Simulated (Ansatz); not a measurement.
Predict the output of the script below (Ansatz's Python interface).

`plan.py`
```python
"""Dry run for RbNa2CrF6: grids, bands and k-points."""

import ansatz as az
from ase import Atoms

KGRID = (5, 5, 5)
CUTOFF = 450
XC = "PBE"
SMEARING = "fermi_dirac"
SMEARING_WIDTH = 0.05

atoms = Atoms(
    ["Rb", "Na", "Na", "Cr", "F", "F", "F", "F", "F", "F"],
    scaled_positions=[
        (0.5, 0.5, 0.5),
        (0.75, 0.75, 0.75),
        (0.25, 0.25, 0.25),
        (0.0, 0.0, 0.0),
        (0.78656, 0.21344, 0.21344),
        (0.21344, 0.21344, 0.78656),
        (0.21344, 0.78656, 0.78656),
        (0.21344, 0.78656, 0.21344),
        (0.78656, 0.21344, 0.78656),
        (0.78656, 0.78656, 0.21344),
    ],
    cell=[
        (0.0, 4.50906, 4.50906),
        (4.50906, 0.0, 4.50906),
        (4.50906, 4.50906, 0.0),
    ],
    pbc=True,
)
atoms.set_initial_magnetic_moments([0.0, 0.0, 0.0, 3, 0.0, 0.0, 0.0, 0.0, 0.0, 0.0])
xtal = az.Crystal.from_ase(atoms)

calculation = (
    xtal.calculation()
    .kpoints(*KGRID)
    .basis(CUTOFF)
    .pseudopotentials("paw")
    .functional(XC)
    .spin(az.SpinTreatment.COLLINEAR)
    .occupations(SMEARING, width=SMEARING_WIDTH)
)
session = calculation.session()
print("features:", ", ".join(session.active_features))
print("SCF threshold (eV):", session.dr2_threshold)
planned = session.plan(dry_run=True)
told = planned.describe()
for name in ("ecut_ev", "ecutrho_ev", "n_bands", "nominal_top_band", "n_pw_range", "fft_dense", "fft_smooth", "n_sym_ops", "cell_volume_ang3"):
    print(f"{name:18s} {told[name]}")
for notice in planned.prep()["deck_notices"]:
    print("resolved:", notice["kind"])
```

```console
$ python plan.py
features: AnyPaw, Paw, PbeFamilyXc, FractionalOccupations, CollinearSpin
SCF threshold (eV): 1e-07
ecut_ev            450.0
ecutrho_ev         1800.0
n_bands            53
nominal_top_band   42
n_pw_range         [3943, 3993]
fft_dense          [45, 45, 45]
fft_smooth         [45, 45, 45]
n_sym_ops          48
cell_volume_ang3   183.35300774455482
resolved: cutoff_auto_derived
resolved: n_bands_auto_derived
resolved: mixing_algorithm_auto_resolved
resolved: check_enabled
```

The structure comes from a database and needn't be a stable phase.
